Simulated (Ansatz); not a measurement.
# C2HCl2In: a ladder of functionals and wavefunction methods

How much do the methods differ for C2HCl2In? The plan is to run it at one geometry with functionals of several rungs and with coupled cluster. The yardstick is the atomisation energy at the CCSD(T) limit.

Computed with Ansatz 0.2.0, Gaussian basis. Level: functionals in def2-TZVPP, the program's frozen cores in correlated methods.

Plan: LDA (SPW92), PBE-D4, revPBE-D4, BLYP-D4, r2SCAN-D4, B97M-V, PBE0-D4, B3LYP-D4, r2SCANh-D4, r2SCAN0-D4, HSE06-D4, BHLYP-D4, CAM-B3LYP-D4, LC-ωPBE, ωB97X-V, ωB97M-V, B2PLYP, PBE-QIDH; CCSD(T)/def2-SVP; CCSD(T)/def2-TZVPP; MP2/def2-QZVPP; extrapolation to the limit; RPA on PBE.

## 1. Structure used throughout

The geometry comes from an earlier relaxation with PBE0-D4 in a triple-zeta def2 set; it is a stationary point. In takes the def2 core potential; no spin-orbit term is included.

SMILES `C#[C][In]([Cl])[Cl]`, 6 atoms, charge 0, spin multiplicity 1.

Atoms are counted from 1 here; the program's logs count them from 0.

Bond lengths: C1–C2 1.206 Å, C1–H6 1.067 Å, C2–In3 2.054 Å, In3–Cl4 2.301 Å, In3–Cl5 2.301 Å. Angles: C2–C1–H6 180.0°, C1–C2–In3 179.9°, C2–In3–Cl4 122.8°, C2–In3–Cl5 122.8°, Cl4–In3–Cl5 114.4°.

## 2. LDA

This LDA is Slater exchange with PW92 correlation.

The input, in.yaml:

```yaml
crystal:
  periodic: [false, false, false]
  atoms:
    - {symbol: C, position_ang: [-0.137128, 0.233767, 2.051203]}
    - {symbol: C, position_ang: [-0.057968, 0.098036, 0.855064]}
    - {symbol: In, position_ang: [0.078652, -0.134299, -1.181034]}
    - {symbol: Cl, position_ang: [-0.358968, -2.130139, -2.240060]}
    - {symbol: Cl, position_ang: [0.682448, 1.578841, -2.594164]}
    - {symbol: H, position_ang: [-0.207026, 0.353806, 3.108992]}
basis:
  gaussian: {orbitals: def2-TZVPP}
hamiltonian: {xc: lda}
output: {orbitals: {seedname: orbitals}}
```

Started as:

```bash
$ ansatz run in.yaml --threads 4 --pin off --events-out ev --progress --plain --max-ram 10444MiB
```

Further steps of the session: PBE-D4 (GGA); revPBE-D4 (GGA); BLYP-D4 (GGA); r2SCAN-D4 (meta-GGA); B97M-V (meta-GGA); PBE0-D4 (hybrid); B3LYP-D4 (hybrid); r2SCANh-D4 (hybrid); r2SCAN0-D4 (hybrid); HSE06-D4 (hybrid); BHLYP-D4 (hybrid); CAM-B3LYP-D4 (range-separated); LC-ωPBE (range-separated); ωB97X-V (range-separated); ωB97M-V (range-separated); B2PLYP (double hybrid); PBE-QIDH (double hybrid); CCSD(T) in def2-SVP; CCSD(T) in def2-TZVPP; MP2 in def2-QZVPP; RPA on PBE orbitals.

Q: Predict the results of all the runs planned. Wanted: atomisation energy, CCSD(T)/CBS; farthest beyond LDA; mean size of error, GGA; mean size of error, meta-GGA; mean size of error, hybrid; mean size of error, range-separated; mean size of error, double hybrid; gap, smallest and largest; T1 diagnostic.

**Answer**, as computed:

| quantity | value |
| --- | --- |
| atomisation energy, CCSD(T)/CBS | 2163.8 kJ/mol |
| functionals within 21.6 kJ/mol (1.0 %) | r2SCAN-D4, B97M-V, PBE0-D4, r2SCANh-D4, HSE06-D4, LC-ωPBE, ωB97X-V, ωB97M-V, PBE-QIDH |
| farthest beyond LDA | BHLYP-D4 (-117.1 kJ/mol) |
| mean size of error, GGA | 42.9 kJ/mol |
| mean size of error, meta-GGA | 3.8 kJ/mol |
| mean size of error, hybrid | 40.6 kJ/mol |
| mean size of error, range-separated | 14.0 kJ/mol |
| mean size of error, double hybrid | 23.6 kJ/mol |
| gap, smallest and largest | 4.63 eV (BLYP-D4), 11.64 eV (LC-ωPBE) |
| T1 diagnostic | 0.0133 |
| triples share of the correlation energy | 4.3 % |

In words: The LDA atomisation energy is off by 324.9 kJ/mol (15 %): it overbinds. PBE-D4 is off by +50.0 kJ/mol. Double hybrids carry the basis error of their MP2 part in triple zeta, and no dispersion term here, so their miss is partly the set-up's. The rungs meta-GGA, range-separated miss on average by less than the doubt on the reference (21.6 kJ/mol), so they tie. The reference freezes the cores and leaves out spin-orbit coupling and excitations past (T), and its outer-core shells are covered unevenly, so misses under about 21.6 kJ/mol can't be ranked. All levels share the lack of spin-orbit coupling, which lowers the free heavy atoms and so the true binding. Hartree-Fock recovers 71 % of the binding; the rest is correlation. CCSD(T) in def2-SVP is off by -138.3 kJ/mol, more than most functionals: a good method in a small basis is no reference. Orbital gaps span 4.6 to 11.6 eV; exact exchange widens them. Correlated methods include outer-core shells of In, which these sets cover unevenly.
